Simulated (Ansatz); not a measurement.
# W3N4: the cost of one run

Computed with Ansatz 0.2.0 (DFT PBE, PAW, plane waves, scalar-relativistic, unless a step's input says otherwise).

### Step 1. The system as given

The structure is cubic, space group Pm-3m (No. 221). Conventional cell: a = 4.122 Å, b = 4.122 Å, c = 4.122 Å, α = 90.00°, β = 90.00°, γ = 90.00°. N (site symmetry m-3m) is surrounded by 6 W at 2.06 Å. Around N (site symmetry 4/mmm) lie 4 W at 2.06 Å. Around W (site symmetry 4/mmm) lie 6 N at 2.06 Å.

Structure file:

```cif
data_structure
_symmetry_space_group_name_H-M 'Pm-3m'
_symmetry_Int_Tables_number 221
_cell_length_a 4.1220
_cell_length_b 4.1220
_cell_length_c 4.1220
_cell_angle_alpha 90.000
_cell_angle_beta 90.000
_cell_angle_gamma 90.000
_cell_volume 70.04
loop_
_atom_site_label
_atom_site_type_symbol
_atom_site_symmetry_multiplicity
_atom_site_Wyckoff_symbol
_atom_site_fract_x
_atom_site_fract_y
_atom_site_fract_z
_atom_site_occupancy
N1 N 1 b 0.50000 0.50000 0.50000 1
N2 N 3 d 0.50000 0.00000 0.00000 1
W1 W 3 c 0.50000 0.50000 0.00000 1
```

In tables a label like W7 counts atoms in the order of input.yaml; a structure file may count by element.

Planned first: parallel moments, plain SCF; opposed moments +--, plain SCF; no spin polarisation; spin on, no moments given (the program may seed its own), plain SCF; opposed moments ++-, plain SCF. What is tried next depends on their ends.

“Plain SCF” means no search for lower states. 

Moments by site are taken inside atomic spheres; the rest lies between them.

### Step 2. Parallel moments, plain SCF

Input file input.yaml:

```yaml
crystal:
  lattice:
    - [4.122, 0.0, 0.0]
    - [0.0, 4.122, 0.0]
    - [0.0, 0.0, 4.122]
  atoms:
    - { symbol: "N", position: [0.5, 0.5, 0.5] }
    - { symbol: "N", position: [0.5, 0.0, 0.0] }
    - { symbol: "N", position: [0.0, 0.5, 0.0] }
    - { symbol: "N", position: [0.0, 0.0, 0.5] }
    - { symbol: W, position: [0.5, 0.5, 0.0], spin: 1.0 }
    - { symbol: W, position: [0.0, 0.5, 0.5], spin: 1.0 }
    - { symbol: W, position: [0.5, 0.0, 0.5], spin: 1.0 }
magnetization:
  spin_polarized: true
hamiltonian:
  xc: pbe
  pseudopotentials: { kind: paw }
basis:
  ecutwfc: 420
kpoints:
  mp_grid: { grid: [5, 5, 5] }
scf:
  occupations: { method: fermi_dirac, width: 0.1 }
  lower_state_search: "off"
output:
  forces: true
  stress: true
```

What time and memory should one allow on 2 threads of an Arm CPU, shared host?

About 6 s, with a peak of 0.33 GiB.
